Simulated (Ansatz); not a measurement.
# CH6BFOSi: small, medium and large basis sets

The task here is to estimate one member of a computed series from the others.

Program: Ansatz 0.2.0, Gaussian basis. Level of theory: one geometry, several basis sets. These are calculated values, not measurements.

The runs, in order: PBE0-D4/def2-SVP; ωB97M-V/def2-SVP; PBE0-D4/def2-QZVPP; ωB97M-V/def2-QZVPP; the functionals' def2-TZVPP values are taken from earlier runs.

### Structure used throughout

All runs share one geometry, relaxed beforehand with PBE0-D4 in a triple-zeta def2 set.

SMILES `CB(F)O[SiH3]`, 11 atoms, charge 0, spin multiplicity 1.

Atoms are counted from 1 here; the program's logs count them from 0.

Bond lengths: C1–B2 1.559 Å, C1–H6 1.094 Å, C1–H7 1.094 Å, C1–H8 1.089 Å, B2–F3 1.342 Å, B2–O4 1.351 Å, O4–Si5 1.659 Å, Si5–H9 1.484 Å, Si5–H10 1.481 Å, Si5–H11 1.484 Å. Angles: B2–C1–H6 110.2°, B2–C1–H7 110.2°, B2–C1–H8 112.7°, H6–C1–H7 106.0°, H6–C1–H8 108.8°, H7–C1–H8 108.8°, C1–B2–F3 119.1°, C1–B2–O4 123.2°, F3–B2–O4 117.6°, B2–O4–Si5 131.9°, O4–Si5–H9 110.2°, O4–Si5–H10 106.4°, O4–Si5–H11 110.2°, H9–Si5–H10 110.0°, H9–Si5–H11 109.9°, H10–Si5–H11 110.0°.

Set-up of the first run:

The input, in.yaml:

```yaml
crystal:
  periodic: [false, false, false]
  atoms:
    - {symbol: C, position_ang: [-1.618286, -0.243072, 1.266318]}
    - {symbol: B, position_ang: [-0.210507, 0.018695, 0.649027]}
    - {symbol: F, position_ang: [0.806490, 0.353134, 1.459044]}
    - {symbol: O, position_ang: [0.046964, -0.073729, -0.674151]}
    - {symbol: Si, position_ang: [1.437380, 0.154056, -1.549760]}
    - {symbol: H, position_ang: [-1.960922, 0.639765, 1.814552]}
    - {symbol: H, position_ang: [-1.563616, -1.051576, 2.001734]}
    - {symbol: H, position_ang: [-2.364700, -0.501780, 0.516300]}
    - {symbol: H, position_ang: [1.923228, 1.546435, -1.387951]}
    - {symbol: H, position_ang: [1.085346, -0.098523, -2.965655]}
    - {symbol: H, position_ang: [2.484023, -0.800404, -1.108758]}
basis:
  gaussian: {orbitals: def2-SVP}
hamiltonian: {xc: pbe0, dispersion: d4}
output: {orbitals: {seedname: orbitals}}
```

Launch:

```console
> ansatz run in.yaml --threads 4 --pin off --events-out ev --progress --plain --max-ram 10444MiB
```

Steps of the session up to this table: PBE0-D4 in def2-SVP; ωB97M-V in def2-SVP; PBE0-D4 in def2-QZVPP; ωB97M-V in def2-QZVPP.

One table of the session follows, with a row left open; its other results are not shown here.

It belongs to the step «Functionals by basis». 

| functional | basis | HOMO (eV) | LUMO (eV) |
| --- | --- | --- | --- |
| PBE0-D4 | def2-SVP | -9.21 | 0.70 |
| PBE0-D4 | def2-TZVPP | ? | ? |
| PBE0-D4 | def2-QZVPP | -9.30 | -0.04 |
| ωB97M-V | def2-SVP | -11.49 | 2.59 |
| ωB97M-V | def2-TZVPP | -11.60 | 1.65 |
| ωB97M-V | def2-QZVPP | -11.61 | 1.27 |

Q: Estimate the row for PBE0-D4, def2-TZVPP from the others.

The run gave: HOMO (eV): -9.28; LUMO (eV): 0.13. In the column «HOMO (eV)» it lies between PBE0-D4, def2-QZVPP (-9.30) and PBE0-D4, def2-SVP (-9.21).
